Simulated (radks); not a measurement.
# Ge¹⁶⁺ in [Ne] 3s2 3p4: an all-electron calculation

One table from this session's results is given with a row withheld; the runs are named, their logs left out.

The numbers are computed with radks (a radial shooting solver on a logarithmic mesh, Libxc functionals) version 1 (scalar-relativistic Kohn-Sham, BLYP, spin-unpolarised, spherical densities, point nucleus), except any that are marked as measured or tabulated.

### The system

| Item | Value |
| --- | --- |
| element | germanium (Z = 32) |
| charge | +16 |
| electrons | 16 |
| configuration | [Ne] 3s2 3p4 |

The outer shells:

Ge¹⁶⁺
```
[Ne] core
3s [↑↓]
3p [↑↓][↑ ][↑ ]
```

Set-up of the first run:

Settings of this run:

```text
Z 32
configuration [Ne] 3s2 3p4 4s0 3d0
relativity scalar-relativistic
functional b88,lyp
spin unpolarised
nucleus point
c 137.035999084
```

Launch:

```bash
$ python run_ks.py task.json out
```

This one command runs every case of the session in turn.

One of the session's tables, all rows but one given; the rest of the session is left out.

It belongs to the step «Orbitals and density». Sizes of the orbitals, from the radial functions (bohr):

| level | <r> | outermost maximum (interpolated) | 90 % within | nodes |
| --- | --- | --- | --- | --- |
| 1s | 0.04700 | 0.0307 | 0.0840 | 0 |
| 2s | 0.2084 | 0.176 | 0.322 | 1 |
| 2p | 0.1821 | 0.141 | 0.297 | 0 |
| 3s | ? | ? | ? | ? |
| 3p | 0.5342 | 0.490 | 0.793 | 1 |
| 3d | 0.4906 | 0.409 | 0.756 | 0 |
| 4s | 1.085 | 1.07 | 1.53 | 3 |

Q: Estimate the row for 3s from the others.

As computed: <r>: 0.5416; outermost maximum (interpolated): 0.502; 90 % within: 0.789; nodes: 2. In the column «<r>» it lies between 3p (0.5342) and 4s (1.085).

Caveats from the session: Spin polarisation and multiplet splitting are left out.
